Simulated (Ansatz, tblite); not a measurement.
# The cluster As₆Se: a ladder of methods and basis sets

Aim: run the singlet of the cluster As₆Se at one geometry on many levels, and compare frontier levels, spin and run time.

Method: as each input shows; program: Ansatz 0.2.0, Gaussian basis.

Plan: GFN1-xTB, GFN2-xTB, PBE-D4/def2-TZVP, r2SCAN-D4/def2-TZVP, BLYP-D4/def2-TZVP, LC-ωPBE/def2-TZVP, PBE-D4/def2-SVP, PBE0-D4/def2-SVP, HF/STO-3G, PBE-D4/def2-TZVPD, BLYP-D4/def2-TZVPD, MP2/def2-SVP, RPA/def2-SVP.

10 further runs of the same task are left out: 8 that didn't finish, 2 set aside as unsound or not needed.

## Step 1: The relaxed structure

The geometry is that of the singlet, from an earlier relaxation (r2SCAN-D4/def2-SVP). At that level it is the lowest of the isomers that a small search found.

7 atoms, charge 0, spin multiplicity 1.

Bond lengths: As1–As2 2.497 Å, As1–As3 2.506 Å, As1–As6 2.440 Å, As2–As4 2.440 Å, As2–As5 2.506 Å, As3–As5 2.497 Å, As3–As6 2.440 Å, As4–As5 2.440 Å, As4–Se7 2.353 Å, As6–Se7 2.353 Å. Angles: As2–As1–As3 90.0°, As2–As1–As6 104.6°, As3–As1–As6 59.1°, As1–As2–As4 104.6°, As1–As2–As5 90.0°, As4–As2–As5 59.1°, As1–As3–As5 90.0°, As1–As3–As6 59.1°, As5–As3–As6 104.6°, As2–As4–As5 61.8°, As2–As4–Se7 107.5°, As5–As4–Se7 107.5°, As2–As5–As3 90.0°, As2–As5–As4 59.1°, As3–As5–As4 104.6°, As1–As6–As3 61.8°, As1–As6–Se7 107.5°, As3–As6–Se7 107.5° and more.

Geometry (Å):

```xyz
7

As    0.8140   -0.0542    1.8955
As    1.7143   -1.1366   -0.1667
As    0.1980    1.9760    0.5610
As   -0.1718   -1.1788   -1.7139
As    1.0981    0.8936   -1.5013
As   -1.5163    0.4378    1.3659
Se   -2.1362   -0.9377   -0.4404
```

PBE0-D4/def2-TZVP was run before; its log isn't repeated, and its numbers join the tables.

## Step 2: GFN1-xTB

Tight binding, by tblite at 300 K electronic temperature and without a spin-polarisation term:

```python
tblite.interface.Calculator('GFN1-xTB', numbers, positions, charge=0, uhf=0).singlepoint()
```

Energy -480.3248 eV, HOMO -9.02 eV, LUMO -6.61 eV; 0.011 s.

## Step 3: GFN2-xTB

Tight binding, by tblite at 300 K electronic temperature and without a spin-polarisation term:

```python
tblite.interface.Calculator('GFN2-xTB', numbers, positions, charge=0, uhf=0).singlepoint()
```

Energy -476.5503 eV, HOMO -9.19 eV, LUMO -6.47 eV; 0.012 s.

## Step 4: PBE-D4/def2-TZVP

start.molden holds the orbitals of an earlier run on this state, given as this run's starting guess.

File in.yaml:

```yaml
crystal:
  periodic: [false, false, false]
  atoms:
    - {symbol: As, position_ang: [0.813959, -0.054243, 1.895513]}
    - {symbol: As, position_ang: [1.714252, -1.136569, -0.166729]}
    - {symbol: As, position_ang: [0.197996, 1.975978, 0.560964]}
    - {symbol: As, position_ang: [-0.171843, -1.178821, -1.713914]}
    - {symbol: As, position_ang: [1.098150, 0.893567, -1.501300]}
    - {symbol: As, position_ang: [-1.516344, 0.437760, 1.365858]}
    - {symbol: Se, position_ang: [-2.136169, -0.937673, -0.440403]}
basis:
  gaussian: {orbitals: def2-TZVP, initial_orbitals: start.molden}
hamiltonian: {xc: pbe, dispersion: d4}
scf: {omitted_lower_state_checks: [starts]}
output: {orbitals: {seedname: orbitals}}
```

Launch:

```
> ansatz run in.yaml --threads 4 --pin off --events-out ev --progress --plain --max-ram 4787MiB
```

After this run come: r2SCAN-D4/def2-TZVP; BLYP-D4/def2-TZVP; LC-ωPBE/def2-TZVP; PBE-D4/def2-SVP; PBE0-D4/def2-SVP; HF/STO-3G; PBE-D4/def2-TZVPD; BLYP-D4/def2-TZVPD; MP2/def2-SVP; RPA/def2-SVP.

Before running them: what should the planned runs give, taken together? Wanted: gap in def2-TZVP, named functionals, smallest and largest; correlation energy, MP2/def2-SVP; binding an atom, functionals in def2-TZVP; PBE0 total energy, smallest basis above largest.

As calculated:

```
                                                 quantity                                value
gap in def2-TZVP, named functionals, smallest and largest  2.33 eV (PBE-D4), 8.10 eV (LC-ωPBE)
                         correlation energy, MP2/def2-SVP                            -44.27 eV
                binding an atom, functionals in def2-TZVP   2.37 (LC-ωPBE) to 2.97 eV (PBE-D4)
          PBE0 total energy, smallest basis above largest       53.23 eV (def2-SVP, def2-TZVP)
```

**Reading.** Orbital gaps of the named functionals in def2-TZVP span 2.33 eV (PBE-D4) to 8.10 eV (LC-ωPBE); exact exchange widens it.
